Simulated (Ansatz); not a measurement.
# TiPd: the cost of one run

All numbers are computed with Ansatz 0.2.0 through its Python package. Level of theory: DFT PBEsol, plane waves, PAW.

### 1 The structure

It takes space group P4/mmm (No. 123, tetragonal). Conventional cell: a = 2.815 Å, b = 2.815 Å, c = 3.866 Å, α = 90.00°, β = 90.00°, γ = 90.00°. Around Ti (site symmetry 4/mmm) lie 8 Pd at 2.77 Å and 4 Ti at 2.81 Å. Around Pd (site symmetry 4/mmm) lie 8 Ti at 2.77 Å and 4 Pd at 2.81 Å.

The script reads tipd.cif:

```cif
data_TiPd
_cell_length_a 2.814709
_cell_length_b 2.814709
_cell_length_c 3.865764
_cell_angle_alpha 90.00000
_cell_angle_beta 90.00000
_cell_angle_gamma 90.00000
_symmetry_space_group_name_H-M 'P 1'
_symmetry_Int_Tables_number 1
loop_
_symmetry_equiv_pos_as_xyz
'x, y, z'
loop_
_atom_site_label
_atom_site_type_symbol
_atom_site_fract_x
_atom_site_fract_y
_atom_site_fract_z
Ti1 Ti    0.000000    0.000000    0.000000
Pd2 Pd    0.500000    0.500000    0.500000
```

### 2 Script

The input, ecut_tipd.py:

```python
"""Cutoff test for TiPd."""

import logging
import sys
import warnings

import ansatz as az
from ase.io import read

logging.basicConfig(stream=sys.stdout, format="[%(levelname)s] %(message)s")
logger = logging.getLogger("run")
logger.setLevel(logging.INFO)


def main() -> None:
    warnings.simplefilter("ignore", az.DeckWarning)

    atoms = read("tipd.cif")
    structure = az.Crystal.from_ase(atoms)

    base = structure.calculation()
    base = base.functional(az.Functional.PBESOL).kpoints(length=22)
    base = base.occupations(az.OccupationsMethod.FERMI_DIRAC, width=0.05)

    rows = []
    for value in [300, 400, 500, 600]:
        rep = base.basis(value).run(threads=1, backend="cpu").report
        rows.append((value, rep["free_energy_ev"] / len(rep["lattice"]["sites"]), rep["n_iterations"], rep["n_pw"]))

    logger.info(" cutoff (eV)   F/atom (eV)    iterations   plane waves")
    for row in rows:
        logger.info(f"{str(row[0]):>12s}  {row[1]:12.5f}  {row[2]:12d}  {row[3]:12d}")

    # differences from the last row
    for row in rows[:-1]:
        shift = 1000 * (row[1] - rows[-1][1])
        logger.info(f"{row[0]}: {shift:+.2f} meV/atom" + ("  (within 1 meV)" if abs(shift) < 1 else ""))


if __name__ == "__main__":
    main()
```

### 3 The run

On the command line:

```sh
> python ecut_tipd.py
```

**Question.** How long does this script take on 1 thread of Arm Neoverse V1, shared host, and how much memory does it need?

About 7.7 s, with a peak of 0.46 GiB.
